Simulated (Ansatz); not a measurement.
# F4Ir: the cost of one run

Program: Ansatz 0.2.0. Level of theory: the levels named in each step. These are calculated values, not measurements.

**1. The system as given**

Bond lengths: F1–Ir2 1.803 Å, Ir2–F3 1.803 Å, Ir2–F4 1.803 Å, Ir2–F5 1.803 Å. Angles: F1–Ir2–F3 90.0°, F1–Ir2–F4 90.0°, F1–Ir2–F5 180.0°, F3–Ir2–F4 180.0°, F3–Ir2–F5 90.0°, F4–Ir2–F5 90.0°.

As a file:

```xyz
5

F     1.7907    0.2021   -0.0673
Ir    0.0000    0.0000    0.0000
F     0.1703   -1.0158    1.4802
F    -0.1703    1.0157   -1.4803
F    -1.7907   -0.2022    0.0672
```

**2. A rough first relaxation, PBE-D4/def2-SVP**

This run stands in another session on the same molecule. It ended at:

```xyz
5

F     1.8487    0.2087   -0.0695
Ir    0.0000    0.0000    0.0000
F     0.1758   -1.0487    1.5282
F    -0.1758    1.0486   -1.5282
F    -1.8487   -0.2088    0.0694
```

**3. Relaxation, r2SCAN-D4/def2-TZVPP**

Contents of input.yaml:

```yaml
crystal:
  periodic: [false, false, false]
  atoms:
    - { symbol: F, position_ang: [1.84866833, 0.20867034, -0.06946571] }
    - { symbol: Ir, position_ang: [4.36e-06, -4.176e-05, -2.043e-05] }
    - { symbol: F, position_ang: [0.17580203, -1.04869069, 1.52817131] }
    - { symbol: F, position_ang: [-0.17579372, 1.04861213, -1.52821194] }
    - { symbol: F, position_ang: [-1.848661, -0.20875001, 0.06942678] }
magnetization:
  spin_polarized: true
  initial_magnetization: 3
basis:
  gaussian: { orbitals: def2-TZVPP }
hamiltonian:
  xc: r2scan
  dispersion: d4
relax:
  f_tol: 0.002
  max_steps: 150
```

Launch:

```sh
ansatz run input.yaml --threads 4 --pin off --max-ram 10240MiB --backend cpu --events-out ev --progress --plain --runs-dir out
```

**Question.** How long does this run take on 4 threads of Intel Xeon 6975P-C (Granite Rapids), shared host, and how much memory does it need?

About 12 s, with a peak of 0.33 GiB.
